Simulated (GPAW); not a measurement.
AlO2:

```xyz
6
Lattice="1.4882 -5.4028 0.0000 1.4882 5.4028 0.0000 0.0000 0.0000 3.6466" Properties=species:S:1:pos:R:3 pbc="T T T"
Al    1.4882   -1.8168    2.7350
Al    1.4882    1.8168    0.9117
O     1.4882    4.7429    2.7350
O     1.4882   -4.7429    0.9117
O     1.4882    2.2240    2.7350
O     1.4882   -2.2240    0.9117
```

The cell comes from a database or a generator and needn't be the stable form of this composition.

Base run:

* Program: GPAW 26.7.0
* Functional: LDA
* Potentials or basis: the program's PAW data sets (release 1.2.1) made for this functional
* Cutoff: 600 eV
* Basis: pw
* k mesh: 7 × 7 × 5
* Occupations: fermi-dirac, width 0.05 eV
* Spin: no spin polarisation

Its results: pressure -16.6 GPa; largest force 0.502 eV/Å.

**Question.** The run is repeated on the same cell with these changes: cutoff from 600 eV to 800 eV; k mesh from 7 × 7 × 5 to 6 × 6 × 5. What comes out?

**Answer.** Pressure -10.1 GPa; largest force 0.508 eV/Å.

Caveats: some runs use coarse meshes; the cutoff is short for stress and forces, so pressures can be off by a GPa or more (some runs); so large a pressure means that the cell lies far from this level's equilibrium, or that cutoff or potentials fall short (some runs).

Not every run made on this cell is shown here.
